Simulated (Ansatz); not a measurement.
**CsLiMoO4 and its Li-free host: average intercalation voltage**

The task is an average intercalation voltage, for CsLiMoO4 and its Li-free host.

Computed with Ansatz 0.2.0 through its Python package. Level of theory: DFT PBEsol, plane waves, PAW.

## (1) The structure

CsLiMoO4 F-43m: It takes space group F-43m (No. 216, cubic). The conventional cell has a = 8.392 Å, b = 8.392 Å, c = 8.392 Å, α = 90.00°, β = 90.00°, γ = 90.00°. Cs (site symmetry -43m) is surrounded by 12 O at 3.49 Å and 4 Li at 3.63 Å. Around Li (site symmetry -43m) lie 4 O at 1.87 Å. Mo (site symmetry -43m) has 4 O at 1.76 Å as nearest neighbours. Only part of the 4 independent sites is listed.

Li Im-3m: The structure is cubic, space group Im-3m (No. 229). Conventional cell: a = 3.509 Å, b = 3.509 Å, c = 3.509 Å, α = 90.00°, β = 90.00°, γ = 90.00°. Li (site symmetry m-3m) is surrounded by 8 Li at 3.04 Å.

CsMoO4 F-43m: It takes space group F-43m (No. 216, cubic). Conventional cell: a = 8.392 Å, b = 8.392 Å, c = 8.392 Å, α = 90.00°, β = 90.00°, γ = 90.00°. Cs (site symmetry -43m) is surrounded by 12 O at 3.49 Å. Mo (site symmetry -43m) is surrounded by 4 O at 1.76 Å. Around O (site symmetry 3m) lie 1 Mo at 1.76 Å.

No structure file is read: the coordinates are typed or built in the script.

## (2) The code

File run_voltage.py:

```python
from collections import Counter

import ansatz as az
import numpy as np

PHASES = {
    "CsLiMoO4": (
        [(0.0, 4.196031, 4.196031), (4.196031, 0.0, 4.196031), (4.196031, 4.196031, 0.0)],
        [
            ("Cs", (0.75, 0.75, 0.75)),
            ("Li", (0.5, 0.5, 0.5)),
            ("Mo", (0.25, 0.25, 0.25)),
            ("O", (0.886367, 0.371211, 0.371211)),
            ("O", (0.371211, 0.371211, 0.886367)),
            ("O", (0.371211, 0.886367, 0.371211)),
            ("O", (0.371211, 0.371211, 0.371211)),
        ],
    ),
    "Li": (
        [(-1.75465, 1.75465, 1.75465), (1.75465, -1.75465, 1.75465), (1.75465, 1.75465, -1.75465)],
        [
            ("Li", (0.0, 0.0, 0.0)),
        ],
    ),
}


def build(vectors, sites):
    crystal = az.Crystal(lattice=az.Lattice.of(vectors))
    for symbol, position in sites:
        crystal = crystal.atom(symbol, position)
    return crystal


def solve(name, crystal):
    calc = (
        crystal.calculation()
        .functional("pbesol")
        .basis(450)
        .kpoints(spacing=0.3)
        .occupations("fermi_dirac", width=0.02)
        .band_table()
    )
    calc = calc.relax(force_tolerance=0.02, max_steps=40, fix_cell=["shape"])
    return calc.run(threads=1, backend="cpu")


def counts(outcome):
    return Counter(site.symbol for site in outcome.lattice.sites)


def gap_ev(outcome):
    # nan where the run reports no band edges: a metal, overlapping bands, or a gap that is small against the smearing
    edges = outcome.report.get("band_edges_ev")
    return edges[1] - edges[0] if edges else float("nan")


def main() -> None:
    phases = {name: build(*cell) for name, cell in PHASES.items()}
    host = phases["CsLiMoO4"].resolved()
    for site in phases["CsLiMoO4"].resolved().sites:
        if site.symbol == "Li":
            host = host.vacancy("Li", at=site.position)
    phases["CsMoO4"] = host.resolved()

    done = {}
    for name, crystal in phases.items():
        done[name] = solve(name, crystal)
        print(f"{name}: {done[name].report['energy_sigma0_ev']:.4f} eV, {len(done[name].lattice.sites)} atoms")

    full, empty, metal = done["CsLiMoO4"], done["CsMoO4"], done["Li"]
    n = counts(full)["Li"]
    reaction = full.report["energy_sigma0_ev"] - empty.report["energy_sigma0_ev"] - n * metal.report["energy_sigma0_ev"] / len(metal.lattice.sites)
    voltage = -reaction / n
    v_full, v_empty = (abs(np.linalg.det(o.lattice.cell_ang)) for o in (full, empty))
    print(f"average voltage {voltage:.3f} V for {n} Li per cell")
    print(f"cell volume {v_empty:.2f} -> {v_full:.2f} A^3 on insertion ({100 * (v_full / v_empty - 1):+.1f} %)")


if __name__ == "__main__":
    main()
```

## (3) The input behind the calls

The engine receives this input (first run):

```yaml
crystal:
  lattice:
    - [0.0, 4.196031, 4.196031]
    - [4.196031, 0.0, 4.196031]
    - [4.196031, 4.196031, 0.0]
  atoms:
    - { symbol: Cs, position: [0.75, 0.75, 0.75] }
    - { symbol: Li, position: [0.5, 0.5, 0.5] }
    - { symbol: Mo, position: [0.25, 0.25, 0.25] }
    - { symbol: O, position: [0.886367, 0.371211, 0.371211] }
    - { symbol: O, position: [0.371211, 0.371211, 0.886367] }
    - { symbol: O, position: [0.371211, 0.886367, 0.371211] }
    - { symbol: O, position: [0.371211, 0.371211, 0.371211] }
basis:
  ecutwfc: 450.0
kpoints:
  mp_grid:
    kspacing: 0.3
hamiltonian:
  xc: pbesol
scf:
  occupations:
    method: fermi_dirac
    width: 0.02
relax:
  f_tol: 0.02
  max_steps: 40
  cell:
    fix: [shape]
output:
  eigenvalues: true
```

## (4) Launch

Command:

```sh
$ python run_voltage.py
```

Standard output:

```text
CsLiMoO4: -12934.7421 eV, 7 atoms
Li: -202.9992 eV, 1 atoms
CsMoO4: -12725.7878 eV, 6 atoms
average voltage 5.955 V for 1 Li per cell
cell volume 138.87 -> 148.42 A^3 on insertion (+6.9 %)
```

Run time: 62 s. Hardware: 1 thread of Intel Xeon Platinum 8375C at 2.90GHz (Ice Lake), shared host; peak memory 0.56 GiB.

## (5) What changed from run to run

The engine's inputs for the other runs:

Run 2, against run 1:

```diff
@@ -3,3 +3,3 @@
-    - [0.0, 4.196031, 4.196031]
-    - [4.196031, 0.0, 4.196031]
-    - [4.196031, 4.196031, 0.0]
+    - [-1.75465, 1.75465, 1.75465]
+    - [1.75465, -1.75465, 1.75465]
+    - [1.75465, 1.75465, -1.75465]
@@ -7,7 +7 @@
-    - { symbol: Cs, position: [0.75, 0.75, 0.75] }
-    - { symbol: Li, position: [0.5, 0.5, 0.5] }
-    - { symbol: Mo, position: [0.25, 0.25, 0.25] }
-    - { symbol: O, position: [0.886367, 0.371211, 0.371211] }
-    - { symbol: O, position: [0.371211, 0.371211, 0.886367] }
-    - { symbol: O, position: [0.371211, 0.886367, 0.371211] }
-    - { symbol: O, position: [0.371211, 0.371211, 0.371211] }
+    - { symbol: Li, position: [0.0, 0.0, 0.0] }
```

Run 3, against run 1:

```diff
@@ -8 +7,0 @@
-    - { symbol: Li, position: [0.5, 0.5, 0.5] }
```

## (6) Run by run

From the records of these 3 runs:

```csv
run,system,space group at the end,energy (eV/atom),final volume (Å³/atom),pressure (GPa),gap on the mesh (eV),SCF cycles in all,CPU time (s)
1,CsLiMoO4 (7 atoms),F-43m,-1847.8203,21.20,0.01,4.48,25,20
2,Li (1 atom),Im-3m,-202.9992,20.17,0.04,0.00,16,1.5
3,CsMoO4 (6 atoms),F-43m,-2120.9646,23.15,-0.01,0.00,42,38
```

Energies are extrapolated to zero smearing width, as in the script. Totals carry meaning only in balanced differences at one level of theory.

## (7) How the relaxation of run 2 went

Step by step:

```
step  energy from step 1 (eV/cell)  largest force component (eV/Å)  pressure (GPa)  volume (Å³)
   1                        0.0000                          0.0000           -0.80        21.61
   2                       -0.0024                          0.0000           -0.49        21.02
   3                       -0.0036                          0.0000            0.04        20.17
   4                       -0.0036                          0.0000            0.04        20.17
```

Step 1 is the start. Step 4 repeats the geometry before it on a plane-wave basis chosen anew for that cell, so its energy need not be comparable with the rows above.

Lengths and angles in the start's conventional setting:

|  | before | after | change |
| --- | --- | --- | --- |
| a (Å) | 3.509 | 3.430 | -2.3 % |
| b (Å) | 3.509 | 3.430 | -2.3 % |
| c (Å) | 3.509 | 3.430 | -2.3 % |
| volume (Å³/atom) | 21.61 | 20.17 | -6.6 % |
| shortest distance (Å) | 3.039 | 2.970 | -2.3 % |
| space group (0.01 Å) | Im-3m | Im-3m | same |

Forces and stress were held to the start's 48 operations: a distortion of lower symmetry was not tested.

## (8) The relaxation of run 3, step by step

Step by step:

```
step  E - E(step 1) (eV/cell)  largest force component (eV/Å)  pressure (GPa)  volume (Å³)
   1                   0.0000                          0.2829            0.65       147.76
   2                  -0.0258                          0.0187           -0.17       142.80
   3                  -0.0303                          0.0080           -0.04       139.66
   4                  -0.0270                          0.0080           -0.10       139.66
   5                  -0.0276                          0.0022            0.00       138.87
   6                  -0.0271                          0.0022           -0.01       138.87
```

Step 1 is the start. Steps 4, 6 each repeat the geometry before them on a plane-wave basis chosen anew, so the energy can jump there without any move.

Lengths and angles in the start's conventional setting:

|  | before | after | change |
| --- | --- | --- | --- |
| a (Å) | 8.392 | 8.220 | -2.0 % |
| b (Å) | 8.392 | 8.220 | -2.0 % |
| c (Å) | 8.392 | 8.220 | -2.0 % |
| volume (Å³/atom) | 24.63 | 23.15 | -6.0 % |
| shortest distance (Å) | 1.762 | 1.771 | +0.5 % |
| space group (0.01 Å) | F-43m | F-43m | same |

Forces and stress were held to the start's 24 operations: a distortion of lower symmetry was not tested.

## (9) Results

```
       quantity    value
average voltage  5.955 V
  runs compared        3
```

**Reading.** The voltage is an average between the two end compositions, without entropy or volume terms. The average voltage against Li metal is 5.955 V for 1 Li a cell, and insertion changes the volume by +6.9 % with the cell's shape held. In run 2, over 2 moves the cell shrank by 6.6 % in volume, and the space group stayed Im-3m. In run 3, the volume shrank by 6.0 % over 3 moves, and the space group stayed F-43m. Reading the output:
- A cell here holds an odd number of electrons and is run without spin, so a magnetic state may lie lower.
- For the metals among these cells the mesh is coarse, so their volumes and pressures are rough.
- Atoms and volume are relaxed with the cell's shape held, which in cells of lower than cubic symmetry can hide stresses and shift volumes.
- The emptied host keeps the framework's symmetry and may not be a stable phase; the voltage is an average over full removal at zero temperature. Mesh, spin state and self-interaction can shift such a voltage by tenths of a volt. It is a formal energy of removing every such ion; where the cations can't give all the electrons, the anions are oxidised, and no electrode works so. Whether this is the phase that is stable at ambient conditions was not tested.
